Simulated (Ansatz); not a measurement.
# AlFH7NO: the cost of one run

Method: RKS PBE0/def2-SVP, in Ansatz 0.2.0.

### Step 1. The system as given

Bond lengths: Al1–O2 2.176 Å, Al1–H3 1.531 Å, Al1–H4 1.530 Å, Al1–F6 2.110 Å, O2–H9 0.952 Å, N8–H10 1.006 Å, N8–H11 1.006 Å. Angles: Al1–O2–H9 134.8°, O2–Al1–H3 108.9°, O2–Al1–H4 113.1°, O2–Al1–F6 85.7°, H3–Al1–H4 122.9°, H3–Al1–F6 111.0°, H4–Al1–F6 109.0°, H10–N8–H11 111.6°.

As a file:

```xyz
11

Al   -1.0150   -0.6041   -1.4882
O    -0.2276   -1.2270    0.4429
H    -0.2222   -1.3025   -2.5967
H    -2.5402   -0.4887   -1.5045
H     0.4153    1.3159    0.0084
F    -0.1869    1.2837   -1.0391
H     0.4206   -0.2646    0.9832
N     0.9533    0.9465    1.1710
H    -0.1388   -2.0604    0.8939
H     1.9594    0.9607    1.1641
H     0.5820    1.4404    1.9649
```

### Step 2. Pulling towards end A

Springs on the bonds that form and break draw the guess towards this end; the thresholds are loose.

input.yaml

```yaml
crystal:
  periodic: [false, false, false]
  atoms:
    - { symbol: Al, position_ang: [-1.015, -0.6041, -1.4882] }
    - { symbol: O, position_ang: [-0.2276, -1.227, 0.4429] }
    - { symbol: H, position_ang: [-0.2222, -1.3025, -2.5967] }
    - { symbol: H, position_ang: [-2.5402, -0.4887, -1.5045] }
    - { symbol: H, position_ang: [0.4153, 1.3159, 0.0084] }
    - { symbol: F, position_ang: [-0.1869, 1.2837, -1.0391] }
    - { symbol: H, position_ang: [0.4206, -0.2646, 0.9832] }
    - { symbol: "N", position_ang: [0.9533, 0.9465, 1.171] }
    - { symbol: H, position_ang: [-0.1388, -2.0604, 0.8939] }
    - { symbol: H, position_ang: [1.9594, 0.9607, 1.1641] }
    - { symbol: H, position_ang: [0.582, 1.4404, 1.9649] }
basis:
  gaussian: { orbitals: def2-SVP }
hamiltonian:
  xc: pbe0
relax:
  f_tol: 0.15
  max_steps: 25
  restrain:
    - { distance: [0, 5], at: 3.08, k: 30.0 }
    - { distance: [4, 7], at: 2.32, k: 30.0 }
    - { distance: [6, 1], at: 2.27, k: 30.0 }
    - { distance: [0, 1], at: 1.87, k: 30.0 }
    - { distance: [4, 5], at: 0.88, k: 30.0 }
    - { distance: [6, 7], at: 1.02, k: 30.0 }
```

Launch:

```
> ansatz run input.yaml --threads 2 --pin off --max-ram 3072MiB --backend cpu --events-out ev --progress --plain --runs-dir out
```

**Question.** How long does this run take on 2 threads of Intel Xeon Platinum 8488C (Sapphire Rapids), shared host, and how much memory does it need?

About 16 s, with a peak of 0.2 GiB.
